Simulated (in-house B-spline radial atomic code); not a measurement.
# Tc⁸⁺: ionisation energy by several methods

The task here is to estimate one member of a computed series from the others.

Method: scalar-relativistic (X2C), several functionals, spin-polarised; spherical all-electron atom at the radial basis limit. Code: in-house B-spline radial atomic code version 1.

### Starting point

| Quantity | Value |
| --- | --- |
| element | technetium (Z = 43) |
| charge | +8 |
| electrons | 35 |
| configuration | [Ar] 3d10 4s2 4p5 |
| nucleus | Fermi, rms radius 4.411 fm |

Outer shells as boxes (Hund's rule):

[Ar] 3d10 4s2 4p5
```
[Ar] core
3d [↑↓][↑↓][↑↓][↑↓][↑↓]
4s [↑↓]
4p [↑↓][↑↓][↑ ]
```

Where spins are not typed, each open shell is filled with up spins first.

The first run:

Settings, as recorded:

```ini
Z = 43
electrons = 35.0
configuration = [Ar] 3d10 4s2 4p5
hamiltonian = x2c
method = pbe,pbe
spin_polarised = True
nucleus = fermi
rms_radius = 4.411169945885085
mass_number = 97
atomic_mass = 96.90636072
speed_of_light = 137.035999084
```

Steps of the session up to this table: PBE, a GGA; exchange-only LDA; AM05, a GGA; BLYP, a GGA; BP86, a GGA; LDA (PW92).

One of the session's tables, all rows but one given; the rest of the session is left out.

| method | ΔSCF (eV) |
| --- | --- |
| exchange-only LDA | ? |
| LDA (PW92) | 171.87 |
| PBE | 171.47 |
| AM05 | 171.54 |
| BLYP | 171.32 |
| BP86 | 171.68 |

Estimate the missing values for exchange-only LDA.

**Answer.** ΔSCF (eV): 169.71. In the column «ΔSCF (eV)» it is the lowest.
